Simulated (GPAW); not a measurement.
The system is BaTiO3.

```
CELL_PARAMETERS angstrom
4.00600 0.00000 0.00000
0.00000 4.00600 0.00000
0.00000 0.00000 4.00600
ATOMIC_POSITIONS crystal
Ba 0.50000 0.50000 0.50000
Ti 0.00000 0.00000 0.00000
O 0.00000 0.00000 0.50000
O 0.00000 0.50000 0.00000
O 0.50000 0.00000 0.00000
```

Base run:

* Program: GPAW 26.7.0
* Functional: PBEsol
* Potentials or basis: PAW data sets generated in the run's folder for this functional
* Cutoff: 800 eV
* Basis: pw
* k mesh: 7 × 7 × 7
* Occupations: fermi-dirac, width 0.05 eV
* Spin: no spin polarisation

Its results: band gap on the k mesh 1.79 eV, indirect (least direct gap 1.87 eV); pressure -3.1 GPa.

**Question.** The run is repeated on the same cell with these changes: hubbard terms from none to Ti d U = 6 eV. What comes out?

**Answer.** Band gap on the k mesh 2.67 eV, indirect (least direct gap 2.81 eV); pressure -0.4 GPa.

The U term pushes filled and empty states of the shell apart.

Caveats: spin-orbit coupling is left out, which moves the levels of the heavy elements.

A k mesh can miss the band edges.

Not every run made on this cell is shown here.
